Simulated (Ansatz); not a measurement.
# Cl− with AlF₃: structure and interaction energy

How do Cl− and AlF₃ sit together, how strongly do they interact, and which methods get it right?

The runs use Ansatz 0.2.0, Gaussian basis; PBE0-D4 structure, single points in def2-TZVPPD.

Levels: PBE-D4, revPBE-D4, BLYP-D4, r2SCAN-D4, B97M-V, PBE0-D4, B3LYP-D4, HSE06-D4, wB97X-V, wB97M-V, B2PLYP, Hartree-Fock, MP2, CCSD, CCSD(T). The reference is CCSD(T) extrapolated to the basis limit.

Cores are frozen in the correlated methods. B3LYP uses VWN-RPA correlation. B2PLYP carries no dispersion term here.

163 further runs of the same task are left out: 163 set aside as unsound or not needed. Runs told in other sessions of the task aren't counted.

## Step 1: The system as given

The pair, from a GFN2-xTB docking trial: 5 atoms, charge -1, spin multiplicity 1.

Atoms are counted from 1 here; the program's logs count them from 0.

Bond lengths: Cl1–Al3 2.101 Å, F2–Al3 1.685 Å, Al3–F4 1.685 Å, Al3–F5 1.684 Å. Angles: Cl1–Al3–F2 109.2°, Cl1–Al3–F4 109.9°, Cl1–Al3–F5 109.7°, F2–Al3–F4 109.2°, F2–Al3–F5 109.6°, F4–Al3–F5 109.3°.

Coordinates:

```xyz
5
AlClF3
Cl   -0.38030    0.15340   -1.97770
F     1.42360   -0.89840    0.30600
Al    0.01380   -0.00390    0.08000
F    -1.26540   -0.78380    0.85060
F     0.20840    1.53270    0.74100
```

Atoms 1 to 1 are fragment A (Cl−), the rest fragment B (AlF₃).

## Step 2: A first relaxation in a small basis

Input file pre/in.yaml:

```yaml
crystal:
  periodic: [false, false, false]
  atoms:
    - {symbol: Cl, position_ang: [-0.380300, 0.153400, -1.977700]}
    - {symbol: F, position_ang: [1.423600, -0.898400, 0.306000]}
    - {symbol: Al, position_ang: [0.013800, -0.003900, 0.080000]}
    - {symbol: F, position_ang: [-1.265400, -0.783800, 0.850600]}
    - {symbol: F, position_ang: [0.208400, 1.532700, 0.741000]}
basis:
  gaussian: {orbitals: def2-SVPD}
total_charge: -1
hamiltonian: {xc: pbe, dispersion: d4}
relax: {f_tol: 0.03, max_steps: 250}
```

Started as:

```
$ ansatz run in.yaml --threads 4 --pin off --events-out ev --progress --plain --max-ram 9574MiB
```

The program printed (excerpt; [...] marks lines left out):

```text
Functional definition: PBE
  name "PBE"
  cite "Perdew, Burke & Ernzerhof, Phys. Rev. Lett. 77, 3865 (1996) doi:10.1103/PhysRevLett.77.3865"
  parent pbe
[...]
1060 factors; their error is unknown
[...]
mean field -27253.02034470 eV, -1001.5300249072 hartree, gradient 3.0e-5 eV, S^2 0.000000; 0 other end points of the search recorded, 0 dependent functions left out
[...]
reference -27253.02038765 eV, -1001.5300264855 hartree; 29, 29 occupied and 91, 91 virtual orbitals, 1060 factors
relax step   1: F+E_penalty+E_count = -27253.13444008 eV  Δ(F+E_penalty+E_count) = +0.000e0 eV  max|allowed force component| = 1.452e0 eV/Å  Δτ_max = 0.0000 Å  (24 SCF iters, accepted)
[...]
reference -27253.16057177 eV, -1001.5351781567 hartree; 29, 29 occupied and 91, 91 virtual orbitals, 1060 factors
Total energy: -27253.27154542 eV, -1001.5392563632 hartree
Atom 0 at    -0.400742     0.161135    -2.053596 Å, force    -0.000392     0.000206    -0.002280 eV/Å
Atom 1 at     1.466862    -0.922012     0.319917 Å, force    -0.001110     0.001567     0.000377 eV/Å
Atom 2 at     0.020394    -0.008111     0.104144 Å, force    -0.000039    -0.000750     0.002154 eV/Å
Atom 3 at    -1.303044    -0.805860     0.869731 Å, force     0.001163     0.000895    -0.000189 eV/Å
Atom 4 at     0.216630     1.574848     0.759704 Å, force     0.000378    -0.001918    -0.000062 eV/Å
Dipole moment:    -0.023908     0.009767    -0.122955 e Å
```

Wall time 6.5 s (4 threads of Arm Neoverse V1, shared host).

The steps of the relaxation:

| step | energy from step 1 (eV) | largest force component (eV/Å) |
| --- | --- | --- |
| 1 | 0.0000 | 1.4523 |
| 2 | -0.1107 | 0.5647 |
| 3 | -0.1365 | 0.0730 |
| 4 | -0.1368 | 0.0795 |
| 5 | -0.1371 | 0.0023 |

Distances of close pairs at the start and the end, largest changes first:

| bond | before (Å) | after (Å) | change (Å) |
| --- | --- | --- | --- |
| Cl1–Al3 | 2.101 | 2.205 | +0.104 |
| Al3–F5 | 1.684 | 1.725 | +0.041 |
| Al3–F4 | 1.685 | 1.725 | +0.040 |
| F2–Al3 | 1.685 | 1.725 | +0.040 |

## Step 3: Relaxation at PBE0-D4

Input file relax/in.yaml:

```yaml
crystal:
  periodic: [false, false, false]
  atoms:
    - {symbol: Cl, position_ang: [-0.400742, 0.161135, -2.053596]}
    - {symbol: F, position_ang: [1.466862, -0.922012, 0.319917]}
    - {symbol: Al, position_ang: [0.020394, -0.008111, 0.104144]}
    - {symbol: F, position_ang: [-1.303044, -0.805860, 0.869731]}
    - {symbol: F, position_ang: [0.216630, 1.574848, 0.759704]}
basis:
  gaussian: {orbitals: def2-TZVPD}
total_charge: -1
hamiltonian: {xc: pbe0, dispersion: d4}
relax: {f_tol: 0.005, max_steps: 200}
```

Started as:

```
$ ansatz run in.yaml --threads 4 --pin off --events-out ev --progress --plain --max-ram 9574MiB
```

The program printed (excerpt; [...] marks lines left out):

```text
Functional definition: PBE0
  name "PBE0"
  cite "Adamo & Barone, J. Chem. Phys. 110, 6158 (1999) doi:10.1063/1.478522"
  cite "Perdew, Burke & Ernzerhof, Phys. Rev. Lett. 77, 3865 (1996) doi:10.1103/PhysRevLett.77.3865"
  parent pbe
[...]
1193 factors; their error is unknown
[...]
mean field -27270.62696846 eV, -1002.1770563962 hartree, gradient 9.9e-6 eV, S^2 0.000000; 0 other end points of the search recorded, 0 dependent functions left out
[...]
Atom 1 at     1.431970    -0.899647     0.316724 Å, force    -0.000089     0.000086     0.000168 eV/Å
Atom 2 at     0.021076    -0.008461     0.107868 Å, force    -0.000019    -0.000016     0.000064 eV/Å
Atom 3 at    -1.270395    -0.786484     0.853012 Å, force     0.000166     0.000069     0.000097 eV/Å
Atom 4 at     0.212361     1.535866     0.745772 Å, force     0.000034    -0.000172     0.000123 eV/Å
Dipole moment:    -0.018566     0.007466    -0.095117 e Å
```

Run time: 19 s. Hardware: 4 threads of Arm Neoverse V1, shared host; peak memory 0.57 GiB.

Step by step:

| step | energy from step 1 (eV) | largest force component (eV/Å) |
| --- | --- | --- |
| 1 | 0.0000 | 0.9295 |
| 2 | -0.0493 | 0.5599 |
| 3 | -0.0727 | 0.0671 |
| 4 | -0.0729 | 0.0262 |
| 5 | -0.0729 | 0.0005 |

Distances of close pairs at the start and the end, largest changes first:

| bond | before (Å) | after (Å) | change (Å) |
| --- | --- | --- | --- |
| F2–Al3 | 1.725 | 1.682 | -0.043 |
| Al3–F5 | 1.725 | 1.682 | -0.043 |
| Al3–F4 | 1.725 | 1.682 | -0.043 |
| Cl1–Al3 | 2.205 | 2.178 | -0.027 |

The shortest distance between the fragments is Cl1–Al3, 2.18 Å.

Counterpoise needs three runs a level at this geometry: the pair (ab), and each fragment in the basis of the whole pair, with ghost atoms in place of the other (a, b).

## Step 4: wB97X-V/def2-TZVPPD

Input file ab/in.yaml:

```yaml
crystal:
  periodic: [false, false, false]
  atoms:
    - {symbol: Cl, position_ang: [-0.394912, 0.158727, -2.023476]}
    - {symbol: F, position_ang: [1.431970, -0.899647, 0.316724]}
    - {symbol: Al, position_ang: [0.021076, -0.008461, 0.107868]}
    - {symbol: F, position_ang: [-1.270395, -0.786484, 0.853012]}
    - {symbol: F, position_ang: [0.212361, 1.535866, 0.745772]}
basis:
  gaussian: {orbitals: "def2-TZVPPD.json"}
total_charge: -1
hamiltonian: {xc: {name: wB97X-V}}
```

Input file a/in.yaml:

```yaml
crystal:
  periodic: [false, false, false]
  atoms:
    - {symbol: Cl, position_ang: [-0.394912, 0.158727, -2.023476]}
basis:
  gaussian:
    orbitals: "def2-TZVPPD.json"
    ghost_atoms:
      - {symbol: F, position_ang: [1.431970, -0.899647, 0.316724]}
      - {symbol: Al, position_ang: [0.021076, -0.008461, 0.107868]}
      - {symbol: F, position_ang: [-1.270395, -0.786484, 0.853012]}
      - {symbol: F, position_ang: [0.212361, 1.535866, 0.745772]}
total_charge: -1
hamiltonian: {xc: {name: wB97X-V}}
```

Input file b/in.yaml:

```yaml
crystal:
  periodic: [false, false, false]
  atoms:
    - {symbol: F, position_ang: [1.431970, -0.899647, 0.316724]}
    - {symbol: Al, position_ang: [0.021076, -0.008461, 0.107868]}
    - {symbol: F, position_ang: [-1.270395, -0.786484, 0.853012]}
    - {symbol: F, position_ang: [0.212361, 1.535866, 0.745772]}
basis:
  gaussian:
    orbitals: "def2-TZVPPD.json"
    ghost_atoms:
      - {symbol: Cl, position_ang: [-0.394912, 0.158727, -2.023476]}
hamiltonian: {xc: {name: wB97X-V}}
```

The basis file named in the input lies beside it (Basis Set Exchange, JSON).

Each run has its own folder and the same command.

Started as:

```
$ ansatz run in.yaml --threads 4 --pin off --events-out ev --progress --plain --max-ram 9574MiB
```

Output in ab (excerpt; [...] marks lines left out):

```text
Functional definition: wB97X-V
  name "wB97X-V"
  cite "Mardirossian & Head-Gordon, Phys. Chem. Chem. Phys. 16, 9904 (2014) doi:10.1039/C3CP54374A"
  cite "Becke, J. Chem. Phys. 107, 8554 (1997) doi:10.1063/1.475007"
  cite "Vydrov & Van Voorhis, J. Chem. Phys. 133, 244103 (2010) doi:10.1063/1.3521275"
[...]
      + integral(e_c_pw_opposite_spin*poly(b97_u_opposite, cos0, cos1)) + vv10(b, c)
1226 factors; their error is unknown
294 factors; integrals over basis functions are off by at most 3.4e-5 eV
[...]
mean field -27280.07091194 eV, -1002.5241149178 hartree, gradient 5.5e-5 eV, S^2 0.000000; 0 other end points of the search recorded, 0 dependent functions left out
reference -27280.07090895 eV, -1002.5241148078 hartree; 29, 29 occupied and 190, 190 virtual orbitals, 1226 factors
Total energy: -27280.07090895 eV, -1002.5241148078 hartree
```

a printed (excerpt; [...] marks lines left out):

```text
Functional definition: wB97X-V
  name "wB97X-V"
  cite "Mardirossian & Head-Gordon, Phys. Chem. Chem. Phys. 16, 9904 (2014) doi:10.1039/C3CP54374A"
  cite "Becke, J. Chem. Phys. 107, 8554 (1997) doi:10.1063/1.475007"
  cite "Vydrov & Van Voorhis, J. Chem. Phys. 133, 244103 (2010) doi:10.1063/1.3521275"
[...]
      + integral(e_c_pw_opposite_spin*poly(b97_u_opposite, cos0, cos1)) + vv10(b, c)
1200 factors; their error is unknown
292 factors; integrals over basis functions are off by at most 4.1e-5 eV
[...]
mean field -12523.03146517 eV, -460.2129179294 hartree, gradient 1.5e-5 eV, S^2 0.000000; 0 other end points of the search recorded, 0 dependent functions left out
reference -12523.03146241 eV, -460.2129178281 hartree; 9, 9 occupied and 210, 210 virtual orbitals, 1200 factors
Total energy: -12523.03146241 eV, -460.2129178281 hartree
```

Output in b (excerpt; [...] marks lines left out):

```text
Functional definition: wB97X-V
  name "wB97X-V"
  cite "Mardirossian & Head-Gordon, Phys. Chem. Chem. Phys. 16, 9904 (2014) doi:10.1039/C3CP54374A"
  cite "Becke, J. Chem. Phys. 107, 8554 (1997) doi:10.1063/1.475007"
  cite "Vydrov & Van Voorhis, J. Chem. Phys. 133, 244103 (2010) doi:10.1063/1.3521275"
[...]
      + integral(e_c_pw_opposite_spin*poly(b97_u_opposite, cos0, cos1)) + vv10(b, c)
1222 factors; their error is unknown
285 factors; integrals over basis functions are off by at most 2.6e-5 eV
[...]
mean field -14752.90383181 eV, -542.1592159415 hartree, gradient 8.5e-6 eV, S^2 0.000000; 0 other end points of the search recorded, 0 dependent functions left out
reference -14752.90382903 eV, -542.1592158396 hartree; 20, 20 occupied and 199, 199 virtual orbitals, 1222 factors
Total energy: -14752.90382903 eV, -542.1592158396 hartree
```

They took 6 s (ab), 3.4 s (a), 4.9 s (b) on 4 threads of Arm Neoverse V1, shared host; peak memory 0.57 GiB.

Interaction energy, ab − a − b: -399.03 kJ/mol.

## Step 5: wB97M-V/def2-TZVPPD

Each input of step 4 (ab, a, b) changes in the same lines:

```diff
-hamiltonian: {xc: {name: wB97X-V}}
+hamiltonian: {xc: {name: wB97M-V}}
```

The same command starts each run, in its folder.

Started as:

```
$ ansatz run in.yaml --threads 4 --pin off --events-out ev --progress --plain --max-ram 9574MiB
```

ab printed (excerpt; [...] marks lines left out):

```text
Functional definition: wB97M-V
  name "wB97M-V"
  cite "Mardirossian & Head-Gordon, J. Chem. Phys. 144, 214110 (2016) doi:10.1063/1.4952647"
  cite "Becke, J. Chem. Phys. 107, 8554 (1997) doi:10.1063/1.475007"
  cite "Vydrov & Van Voorhis, J. Chem. Phys. 133, 244103 (2010) doi:10.1063/1.3521275"
  # Of w^i u^j: cxij and so on, Table III.
[...]
  gx(w, u) = 1 - cx + cx01*u + cx10*w
[...]
      + integral(e_c_pw_mod_opposite_spin*gos(b97_w_opposite, b97_u_opposite)) + vv10(b, c)
1219 factors; their error is unknown
294 factors; integrals over basis functions are off by at most 3.4e-5 eV
[...]
mean field -27283.06094787 eV, -1002.6339967113 hartree, gradient 5.6e-5 eV, S^2 0.000000; 0 other end points of the search recorded, 0 dependent functions left out
reference -27283.06101901 eV, -1002.6339993256 hartree; 29, 29 occupied and 190, 190 virtual orbitals, 1219 factors
Total energy: -27283.06101901 eV, -1002.6339993256 hartree
```

Log of a (excerpt; [...] marks lines left out):

```text
Functional definition: wB97M-V
  name "wB97M-V"
  cite "Mardirossian & Head-Gordon, J. Chem. Phys. 144, 214110 (2016) doi:10.1063/1.4952647"
  cite "Becke, J. Chem. Phys. 107, 8554 (1997) doi:10.1063/1.475007"
  cite "Vydrov & Van Voorhis, J. Chem. Phys. 133, 244103 (2010) doi:10.1063/1.3521275"
  # Of w^i u^j: cxij and so on, Table III.
[...]
  gx(w, u) = 1 - cx + cx01*u + cx10*w
[...]
      + integral(e_c_pw_mod_opposite_spin*gos(b97_w_opposite, b97_u_opposite)) + vv10(b, c)
1200 factors; their error is unknown
292 factors; integrals over basis functions are off by at most 4.1e-5 eV
[...]
mean field -12524.31157634 eV, -460.2599611471 hartree, gradient 2.5e-5 eV, S^2 0.000000; 0 other end points of the search recorded, 0 dependent functions left out
reference -12524.31164482 eV, -460.2599636639 hartree; 9, 9 occupied and 210, 210 virtual orbitals, 1200 factors
Total energy: -12524.31164482 eV, -460.2599636639 hartree
```

Log of b (excerpt; [...] marks lines left out):

```text
Functional definition: wB97M-V
  name "wB97M-V"
  cite "Mardirossian & Head-Gordon, J. Chem. Phys. 144, 214110 (2016) doi:10.1063/1.4952647"
  cite "Becke, J. Chem. Phys. 107, 8554 (1997) doi:10.1063/1.475007"
  cite "Vydrov & Van Voorhis, J. Chem. Phys. 133, 244103 (2010) doi:10.1063/1.3521275"
  # Of w^i u^j: cxij and so on, Table III.
[...]
  gx(w, u) = 1 - cx + cx01*u + cx10*w
[...]
      + integral(e_c_pw_mod_opposite_spin*gos(b97_w_opposite, b97_u_opposite)) + vv10(b, c)
1215 factors; their error is unknown
285 factors; integrals over basis functions are off by at most 2.6e-5 eV
[...]
mean field -14754.66591228 eV, -542.2239712046 hartree, gradient 8.2e-6 eV, S^2 0.000000; 0 other end points of the search recorded, 0 dependent functions left out
reference -14754.66598083 eV, -542.2239737237 hartree; 20, 20 occupied and 199, 199 virtual orbitals, 1215 factors
Total energy: -14754.66598083 eV, -542.2239737237 hartree
```

They took 7 s (ab), 3.6 s (a), 7.5 s (b) on 4 threads of Arm Neoverse V1, shared host; peak memory 0.59 GiB.

E(ab) − E(a) − E(b) = -393.99 kJ/mol.

## Step 6: B2PLYP/def2-TZVPPD

The same edit goes into each in.yaml of step 5 (ab, a, b):

```diff
-hamiltonian: {xc: {name: wB97M-V}}
+hamiltonian: {xc: {name: B2PLYP}}
```

One command serves all of them, each in its own folder.

Started as:

```
$ ansatz run in.yaml --threads 4 --pin off --events-out ev --progress --plain --max-ram 9574MiB
```

Log of ab (excerpt; [...] marks lines left out):

```text
Functional definition: B2PLYP
  name "B2PLYP"
  cite "Grimme, J. Chem. Phys. 124, 034108 (2006) doi:10.1063/1.2148954"
  cite "Becke, Phys. Rev. A 38, 3098 (1988) doi:10.1103/PhysRevA.38.3098"
  cite "Lee, Yang & Parr, Phys. Rev. B 37, 785 (1988) doi:10.1103/PhysRevB.37.785"
[...]
1344 factors; integrals over basis functions are off by at most 9.2e-4 eV
[...]
mean field -27266.13068361 eV, -1002.0118209755 hartree, gradient 8.0e-6 eV, S^2 0.000000; 0 other end points of the search recorded, 0 dependent functions left out
13 core orbitals not correlated: weight in the atoms' cores, before any rotation towards them, 1.000 or more for the frozen orbitals, at most 0.000 for the correlated occupied ones
reference -27266.13086311 eV, -1002.0118275718 hartree; 16, 16 occupied and 190, 190 virtual orbitals, 1344 factors
second order -33.63496174 eV of doubles, -0.00000000 eV of singles
Total energy: -27275.21230277 eV, -1002.3455643241 hartree
```

a printed (excerpt; [...] marks lines left out):

```text
Functional definition: B2PLYP
  name "B2PLYP"
  cite "Grimme, J. Chem. Phys. 124, 034108 (2006) doi:10.1063/1.2148954"
  cite "Becke, Phys. Rev. A 38, 3098 (1988) doi:10.1103/PhysRevA.38.3098"
  cite "Lee, Yang & Parr, Phys. Rev. B 37, 785 (1988) doi:10.1103/PhysRevB.37.785"
[...]
1334 factors; integrals over basis functions are off by at most 8.8e-4 eV
[...]
mean field -12519.61538047 eV, -460.0873791320 hartree, gradient 9.0e-6 eV, S^2 0.000000; 0 other end points of the search recorded, 0 dependent functions left out
5 core orbitals not correlated: weight in the atoms' cores, before any rotation towards them, 1.000 or more for the frozen orbitals, at most 0.000 for the correlated occupied ones
reference -12519.61553284 eV, -460.0873847317 hartree; 4, 4 occupied and 210, 210 virtual orbitals, 1334 factors
second order -6.82568549 eV of doubles, -0.00000000 eV of singles
Total energy: -12521.45846792 eV, -460.1551113468 hartree
```

b printed (excerpt; [...] marks lines left out):

```text
Functional definition: B2PLYP
  name "B2PLYP"
  cite "Grimme, J. Chem. Phys. 124, 034108 (2006) doi:10.1063/1.2148954"
  cite "Becke, Phys. Rev. A 38, 3098 (1988) doi:10.1103/PhysRevA.38.3098"
  cite "Lee, Yang & Parr, Phys. Rev. B 37, 785 (1988) doi:10.1103/PhysRevB.37.785"
[...]
1345 factors; integrals over basis functions are off by at most 9.1e-4 eV
[...]
mean field -14742.44600451 eV, -541.7748978771 hartree, gradient 5.2e-6 eV, S^2 0.000000; 0 other end points of the search recorded, 0 dependent functions left out
8 core orbitals not correlated: weight in the atoms' cores, before any rotation towards them, 1.000 or more for the frozen orbitals, at most 0.000 for the correlated occupied ones
reference -14742.44617177 eV, -541.7749040236 hartree; 12, 12 occupied and 199, 199 virtual orbitals, 1345 factors
second order -27.11030900 eV of doubles, -0.00000000 eV of singles
Total energy: -14749.76595520 eV, -542.0439011032 hartree
```

They took 4.4 s (ab), 2.4 s (a), 3.5 s (b) on 4 threads of Arm Neoverse V1, shared host; peak memory 0.55 GiB.

E(ab) − E(a) − E(b) = -384.77 kJ/mol.

(Part 1 of 3 ends here.)
